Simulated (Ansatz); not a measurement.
Crystal: GeCN2.

```
Ge N C
1.0
     1.79379    1.03565    4.92196
    -1.79379    1.03565    4.92196
     0.00000   -2.07129    4.92196
Ge N C
1 2 1
Direct
  0.00000 0.00000 0.00000
  0.58390 0.58390 0.58390
  0.41610 0.41610 0.41610
  0.50000 0.50000 0.50000
```

The cell comes from a database or a generator and needn't be the stable form of this composition.

Program: Ansatz 0.2.0. Alike in all runs: task single point; potentials or basis Ansatz PAW; no spin polarisation; cell as given; k mesh 5 × 5 × 5; cutoff (eV) 420; smearing fermi-dirac 0.05 eV.

Q: Order these runs on this cell by their band gap on the k mesh, lowest first.
A. level PBE0 form with a typed share of exact exchange; share of exact exchange 0.15
B. level PBE0 form with a typed share of exact exchange; share of exact exchange 0.5
C. level PBE0; share of exact exchange 0.25
D. level PBE0 form with a typed share of exact exchange; share of exact exchange 0.1
E. level PBE0 form with a typed share of exact exchange; share of exact exchange 0.35

A: D (1.98 eV), A (2.24 eV), C (2.78 eV), E (3.34 eV), B (4.20 eV).

Caveats: odd divisions of the mesh miss points on the zone boundary, where band edges often lie, so the gap on the mesh can be too wide; forces of over 1 eV/Å show positions far from the minimum, so gaps and moduli don't describe the material at rest (some runs).

A k mesh can miss the band edges.
